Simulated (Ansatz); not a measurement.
ZrSnTe, space group P4/nmm: an equation of state with a fit, run with the Ansatz DFT code, driven from Python.

`eos_zrsnte.py`:
```python
# -*- coding: utf-8 -*-
import ansatz as az
import numpy as np
from pymatgen.analysis.eos import EOS

vectors0 = np.array([
    [4.097079, 0.0, 0.0],
    [0.0, 4.097079, 0.0],
    [0.0, 0.0, 8.785837],
])
sites = [
    ("Zr", (0.5, 0.0, 0.263565)),
    ("Zr", (0.0, 0.5, 0.736435)),
    ("Sn", (0.0, 0.0, 0.0)),
    ("Sn", (0.5, 0.5, 0.0)),
    ("Te", (0.5, 0.0, 0.619413)),
    ("Te", (0.0, 0.5, 0.380587)),
]


def build(cell):
    crystal = az.Crystal(lattice=az.Lattice.of(cell))
    for symbol, position in sites:
        crystal = crystal.atom(symbol, position)
    return crystal

volumes, energies, pressures = [], [], []
for scale in np.linspace(0.94, 1.06, 7):
    cell = vectors0 * scale ** (1 / 3)
    model = (
        build(cell).calculation()
        .functional(az.Functional.PBESOL)
        .pseudopotentials("paw")
        .basis(38 * az.Ry)
        .occupations(az.OccupationsMethod.FERMI_DIRAC, width=0.05)
        .kpoints(6, 6, 3)
        .stress()
    )
    r = model.run().report
    volumes.append(abs(np.linalg.det(cell)) / len(sites))
    energies.append(r["free_energy_ev"] / len(sites))
    pressures.append(np.trace(r["stress_gpa"]) / 3)
    print(f"V = {volumes[-1]:8.4f} A^3/atom  F = {energies[-1]:.5f} eV/atom  P = {pressures[-1]:8.3f} GPa")

for form in ["vinet", "birch_murnaghan", "pourier_tarantola"]:
    fit = EOS(eos_name=form).fit(volumes, energies)
    print(f"{form:18s} V0 {fit.v0:8.4f} A^3/atom  B0 {fit.b0_GPa:7.1f} GPa  B1 {fit.b1:5.2f}")
```

From its runs, with one value withheld:

| V (Å³/atom) | F less the lowest row shown (meV/atom) |
| --- | --- |
| 23.105 | 4.17 |
| 23.597 | 0.00 |
| 24.088 | 1.89 |
| 24.580 | 9.19 |
| 25.072 | 21.31 |
| 25.563 | ? |
| 26.055 | 57.97 |

What is the missing energy at 25.563 Å³ an atom?

A third-order Birch-Murnaghan fit, E = E0 + (9 V0 B0 / 16) [(t - 1)³ B' + (t - 1)² (6 - 4t)] with t = (V0/V)^(2/3), through the 6 rows shown gives V0 = 23.681 Å³, B0 = 93.3 GPa, B' = 4.55 and E0 = -0.09 meV. At V = 25.563 Å³, t = 0.95028, and the fit interpolates to 37.72 meV. The run gave 37.72 meV, a miss of 0.00 meV.

Shape and fractional positions are held along the curve, so the bulk modulus is an upper value where they are free to relax, by a factor of two or more in layered or hydrogen-bonded cells. Pressure is positive in compression. This cell is a computed structure, which may not be the phase found in nature. Wall time of the script: 45 s on 1 thread of Intel(R) Xeon(R) 6975P-C (Granite Rapids), with other jobs on the host, peak memory 0.71 GiB.
